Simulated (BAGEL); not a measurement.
# GaCNCl2 (SMILES N#[C][Ga]([Cl])[Cl]) at PBE0/cc-pVDZ (density fitting with cc-pvqz-jkfit)

Aim: the energy change on altering one bond length of GaCNCl2 at PBE0/cc-pVDZ (density fitting with cc-pvqz-jkfit), from 2 runs. 

The results are computed with BAGEL 1.2.2.

6 further runs of the same task are left out: 6 that didn't finish.

## Step 1: Starting point

GaCNCl2 has 5 atoms, charge 0, and is taken as a singlet. As SMILES, `N#[C][Ga]([Cl])[Cl]`. Geometry: relaxed at PBE0-D4/def2-TZVP.

Bond lengths: N1–C2 1.152 Å, C2–Ga3 1.918 Å, Ga3–Cl4 2.106 Å, Ga3–Cl5 2.106 Å. Angles: N1–C2–Ga3 180.0°, C2–Ga3–Cl4 119.8°, C2–Ga3–Cl5 119.8°, Cl4–Ga3–Cl5 120.5°.

## Step 2: A single-point energy at PBE0/cc-pVDZ (density fitting with cc-pvqz-jkfit)

input.json reads:

```json
{ "bagel" : [

{
  "title" : "molecule",
  "basis" : "cc-pvdz.json",
  "df_basis" : "cc-pvqz-jkfit",
  "angstrom" : true,
  "geometry" : [
    { "atom" : "N", "xyz" : [       0.909600,      -1.318100,       1.914000 ] },
    { "atom" : "C", "xyz" : [       0.493500,      -0.715000,       1.025200 ] },
    { "atom" : "Ga", "xyz" : [      -0.199400,       0.288700,      -0.455700 ] },
    { "atom" : "Cl", "xyz" : [      -1.735500,      -0.526200,      -1.643200 ] },
    { "atom" : "Cl", "xyz" : [       0.581700,       2.197000,      -0.881800 ] }
  ]
},

{ "title" : "ks", "xc_func" : "pbe0" },

{ "title" : "print", "file" : "orbitals.molden", "orbitals" : true }

]}
```

The basis set cc-pVDZ is read from a file made from the Basis Set Exchange's data (not shown).

On the command line:

```console
$ BAGEL_NUM_THREADS=1 BAGEL input.json > input.out
```

The program printed (excerpt; [...] marks lines left out):

```text
* using 1 threads per process

  ===============================================================
  ===============================================================

  *** Geometry ***

  { "atom" : "N", "xyz" : [      1.718895,     -2.490848,      3.616936 ] },
  { "atom" : "C", "xyz" : [      0.932580,     -1.351154,      1.937347 ] },
  { "atom" : "Ga", "xyz" : [     -0.376811,      0.545564,     -0.861148 ] },
  { "atom" : "Cl", "xyz" : [     -3.279620,     -0.994374,     -3.105198 ] },
  { "atom" : "Cl", "xyz" : [      1.099254,      4.151728,     -1.666360 ] },

  Number of auxiliary basis functions:      726

  Since a DF basis is specified, we compute 2- and 3-index integrals:
    o Being stored without compression. Storage requirement is 0.048 GB

  Number of basis functions:       91
  Number of electrons      :       78

    * METHOD: MOLECULE                             0.77

  *** Kohn-Sham DFT ***

    * Removing 8418 points whose weight is below 1.00e-10
    * Grid points: 66112

  === Nuclear Repulsion ===
   473.6927434132

       - DIIS with orbital gradients will be used.

  === KS iteration (pbe0 / cc-pvdz.json) ===
      0      -2900.35387907          0.08896935           0.61
      1      -2691.75235840          0.18322874           0.56
      2      -2806.54885110          0.08043841           0.65
      3      -2758.48481333          0.31121340           0.66
      4      -2826.89853362          0.27541500           0.68
      5      -2825.58157858          0.29341817           0.68
      6      -2828.83321648          0.27699381           0.67
      7      -2685.27933245          0.17045653           0.78
      8      -2803.49269724          0.07844294           0.73
      9      -2861.49148849          0.13283832           0.67
     10      -2882.58058939          0.16212390           0.58
     11      -2893.10660253          0.15919777           0.59
     12      -2892.94937441          0.15949119           0.64
     13      -2723.44746522          0.23279124           0.61
     14      -2891.06363157          0.07846914           0.57
     15      -2887.01856029          0.13940880           0.54
     16      -2894.07059618          0.13278235           0.58
     17      -2891.51950037          0.13589829           0.53
     18      -2887.27005323          0.14394346           0.51
     19      -2867.70626114          0.11720095           0.56
     20      -2805.85641746          0.15111227           0.79
     21      -2908.75756057          0.06710533           0.71
     22      -2920.46978908          0.10019503           0.51
     23      -2917.36747833          0.11085455           0.52
     24      -2913.16217980          0.12872101           0.62
     25      -2874.94993657          0.10756623           0.54
     26      -2868.80028058          0.20963874           0.56
[... 10 lines of this table left out ...]
     37      -2937.41461848          0.01090949           0.54
     38      -2937.50292530          0.00581106           0.55
     39      -2937.52462098          0.00207646           0.53
     40      -2937.52742908          0.00039694           0.56
     41      -2937.52752975          0.00005274           0.55
     42      -2937.52753137          0.00001122           0.62
     43      -2937.52753147          0.00000576           0.58
     44      -2937.52753151          0.00000161           0.58
     45      -2937.52753151          0.00000066           0.59
     46      -2937.52753151          0.00000029           0.55
     47      -2937.52753151          0.00000009           0.57
     48      -2937.52753151          0.00000002           0.56
     49      -2937.52753151          0.00000001           0.52
    * SCF iteration converged.

    * Permanent dipole moment:
           (    0.252025,    -0.365574,     0.538578) a.u.

    * METHOD: KS                                  30.39

    * METHOD: PRINT                                0.02

  ===============================================================
```

Wall time 32 s (1 thread of Intel Xeon Platinum 8488C (Sapphire Rapids), shared host); peak memory 0.38 GiB.

## Step 3: The distorted shape at the same level

calc.json reads:

```json
{ "bagel" : [

{
  "title" : "molecule",
  "basis" : "cc-pvdz.json",
  "df_basis" : "cc-pvqz-jkfit",
  "angstrom" : true,
  "geometry" : [
    { "atom" : "N", "xyz" : [    1.117458,   -1.619193,    2.358245 ] },
    { "atom" : "C", "xyz" : [    0.701358,   -1.016093,    1.469445 ] },
    { "atom" : "Ga", "xyz" : [   -0.199400,    0.288700,   -0.455700 ] },
    { "atom" : "Cl", "xyz" : [   -1.735500,   -0.526200,   -1.643200 ] },
    { "atom" : "Cl", "xyz" : [    0.581700,    2.197000,   -0.881800 ] }
  ]
},
{ "title" : "ks", "xc_func" : "pbe0" },
{ "title" : "print", "file" : "orbitals.molden", "orbitals" : true }

]}
```

The basis set cc-pVDZ is read from a file made from the Basis Set Exchange's data (not shown).

On the command line:

```console
$ BAGEL_NUM_THREADS=1 BAGEL calc.json > calc.out
```

The program printed:

```text
* using 1 threads per process

  ===============================================================
  ===============================================================

  *** Geometry ***

  { "atom" : "N", "xyz" : [      2.111690,     -3.059831,      4.456437 ] },
  { "atom" : "C", "xyz" : [      1.325375,     -1.920137,      2.776849 ] },
  { "atom" : "Ga", "xyz" : [     -0.376811,      0.545564,     -0.861148 ] },
  { "atom" : "Cl", "xyz" : [     -3.279620,     -0.994374,     -3.105198 ] },
  { "atom" : "Cl", "xyz" : [      1.099254,      4.151728,     -1.666360 ] },

  Number of auxiliary basis functions:      726

  Since a DF basis is specified, we compute 2- and 3-index integrals:
    o Being stored without compression. Storage requirement is 0.048 GB

  Number of basis functions:       91
  Number of electrons      :       78

    * METHOD: MOLECULE                             0.87

  *** Kohn-Sham DFT ***

    * Removing 7902 points whose weight is below 1.00e-10
    * Grid points: 66628

  === Nuclear Repulsion ===
   449.0963210622

       - DIIS with orbital gradients will be used.

  === KS iteration (pbe0 / cc-pvdz.json) ===
      0      -2894.65389851          0.07759146           0.61
      1      -2521.44343660          0.15541575           0.53
      2      -2805.32773718          0.07743013           0.66
      3      -2854.23303718          0.11012719           0.57
      4      -2935.54949920          0.04583930           0.54
      5      -2886.38896219          0.12439172           0.57
      6      -2886.28220514          0.12527765           0.66
      7      -2824.57025189          0.22069578           0.71
      8      -2909.01217995          0.07345636           0.68
      9      -2927.63511022          0.06791309           0.59
     10      -2935.45949615          0.04870409           0.56
     11      -2929.02780278          0.05845266           0.59
     12      -2935.72289135          0.04818242           0.64
     13      -2937.10834432          0.01786954           0.55
     14      -2937.41594753          0.00647491           0.54
     15      -2937.45358139          0.00362040           0.51
     16      -2937.47316353          0.00224140           0.53
     17      -2937.47631880          0.00073583           0.53
     18      -2937.47669023          0.00021896           0.65
     19      -2937.47673405          0.00003796           0.71
     20      -2937.47673560          0.00001048           0.70
     21      -2937.47673569          0.00000358           0.73
     22      -2937.47673570          0.00000157           0.71
     23      -2937.47673571          0.00000048           0.64
     24      -2937.47673571          0.00000017           0.49
     25      -2937.47673571          0.00000011           0.53
     26      -2937.47673571          0.00000004           0.53
     27      -2937.47673571          0.00000001           0.51
    * SCF iteration converged.

    * Permanent dipole moment:
           (    0.587699,    -0.851815,     1.256011) a.u.

    * METHOD: KS                                  17.22

    * METHOD: PRINT                                0.02

  ===============================================================
```

It took 19 s on 1 thread of Intel Xeon Platinum 8488C (Sapphire Rapids), shared host; peak memory 0.38 GiB.

## Step 4: What came out

Level: PBE0/cc-pVDZ (density fitting with cc-pvqz-jkfit).

```
                                                          quantity           value
                                         first shape: total energy  -2937.52753 Eh
                                        first shape: dipole moment          1.77 D
                                          first shape: HOMO energy        -9.76 eV
                                          first shape: LUMO energy        -2.52 eV
                                        first shape: HOMO–LUMO gap         7.24 eV
                                     distorted shape: total energy  -2937.47674 Eh
                                    distorted shape: dipole moment          4.14 D
                                      distorted shape: HOMO energy        -9.42 eV
                                      distorted shape: LUMO energy        -3.52 eV
                                    distorted shape: HOMO–LUMO gap         5.90 eV
energy change with the C2–Ga3 bond stretched from 1.918 to 2.494 Å        1.382 eV
```

**Reading.** With the C2–Ga3 bond stretched from 1.918 to 2.494 Å the energy rises by 1.38 eV (32 kcal/mol). The first shape isn't relaxed at this level, so the change isn't measured from a minimum.
